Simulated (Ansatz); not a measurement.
**FH₇O₂Si (built from SMILES F.O.O[SiH3]): search for a transition state**

Is there a first-order saddle for this ligand exchange through a proton shuttle, which should form Si1–F7, H6–O9, O2–H8 and break Si1–O2, H6–F7, H8–O9, and which two structures does it connect?

Method: PBE0-D4, def2-SVP first, then def2-TZVP; program: Ansatz 0.2.0, Gaussian basis.

190 further runs of the same task are left out: 190 set aside as unsound or not needed.

### 1 Starting geometry

The guess: 11 atoms, charge 0, spin multiplicity 1.

Atoms are counted from 1 here; the program's logs count them from 0.

Bond lengths: Si1–O2 1.739 Å, Si1–H3 1.453 Å, Si1–H4 1.491 Å, Si1–H5 1.453 Å, O2–H10 0.953 Å, H6–O9 1.084 Å, H8–O9 1.157 Å, O9–H11 0.964 Å. Angles: O2–Si1–H3 101.3°, O2–Si1–H4 97.3°, O2–Si1–H5 108.9°, H3–Si1–H4 101.8°, H3–Si1–H5 138.6°, H4–Si1–H5 101.7°, Si1–O2–H10 113.3°, H6–O9–H8 88.0°, H6–O9–H11 105.8°, H8–O9–H11 107.3°.

Coordinates:

```xyz
11
FH7O2Si
Si   -1.2439   -0.2948   -0.4808
O    -0.3737   -0.1015    1.0125
H    -0.6202   -1.4905   -1.0212
H    -2.5010   -0.8434    0.1032
H    -1.6798    1.0114   -0.9436
H     1.4843    0.5799   -0.5255
F     0.5040    0.4959   -1.4360
H     0.8835    0.1725    0.8525
O     1.9395    0.4114    0.4432
H    -0.8068    0.4840    1.6279
H     2.4141   -0.4248    0.3679
```

Distances that are to change: Si1–F7 2.14 Å, H6–O9 1.08 Å, O2–H8 1.30 Å, Si1–O2 1.74 Å, H6–F7 1.34 Å, H8–O9 1.16 Å.

### 2 Relaxing the guess with the reacting distances held

File hold/in.yaml:

```yaml
crystal:
  periodic: [false, false, false]
  atoms:
    - {symbol: Si, position_ang: [-1.243900, -0.294800, -0.480800]}
    - {symbol: O, position_ang: [-0.373700, -0.101500, 1.012500]}
    - {symbol: H, position_ang: [-0.620200, -1.490500, -1.021200]}
    - {symbol: H, position_ang: [-2.501000, -0.843400, 0.103200]}
    - {symbol: H, position_ang: [-1.679800, 1.011400, -0.943600]}
    - {symbol: H, position_ang: [1.484300, 0.579900, -0.525500]}
    - {symbol: F, position_ang: [0.504000, 0.495900, -1.436000]}
    - {symbol: H, position_ang: [0.883500, 0.172500, 0.852500]}
    - {symbol: O, position_ang: [1.939500, 0.411400, 0.443200]}
    - {symbol: H, position_ang: [-0.806800, 0.484000, 1.627900]}
    - {symbol: H, position_ang: [2.414100, -0.424800, 0.367900]}
basis:
  gaussian: {orbitals: def2-SVP}
hamiltonian: {xc: pbe0, dispersion: d4}
relax: {f_tol: 0.04, max_steps: 150, escape_saddle: false, constraints: [{distance: [0, 6]}, {distance: [5, 8]}, {distance: [1, 7]}, {distance: [0, 1]}, {distance: [5, 6]}, {distance: [7, 8]}]}
```

Started as:

```
ansatz run in.yaml --threads 4 --pin off --events-out ev --progress --plain --max-ram 9574MiB
```

After this run come: A starting Hessian; Saddle search in the small basis; Saddle search in triple zeta; Vibrations at the point found; Relaxing after a step of 0.30 Å one way along the mode; Relaxing after a step of 0.30 Å the other way along the mode.

**Question.** What will these runs give? Wanted: imaginary mode; barrier from the start side; barrier from the end side; energy of the step; pairs that change; zero-point energy at the saddle.

The runs gave:

| quantity | value |
| --- | --- |
| imaginary mode | 647i cm⁻¹ |
| barrier from the start side | 52.2 kJ/mol |
| barrier from the end side | 71.1 kJ/mol |
| energy of the step | -18.9 kJ/mol |
| pairs that change | Si1–F7 formed, O2–H8 formed, H6–O9 formed, Si1–O2 broken, H6–F7 broken, H8–O9 broken |
| zero-point energy at the saddle | 2.048 eV |

**Reading.** The point has a single imaginary mode (647i cm⁻¹), as a transition state must. Going downhill both ways gives the intended start and end. At PBE0-D4/def2-TZVP the electronic barrier is 52.2 kJ/mol, about 21 kT at 298 K, and the step runs 18.9 kJ/mol downhill. A step off the saddle overshot and began above it in energy, so the link to its end is likely but not proven. Lower complexes than these ends may exist.
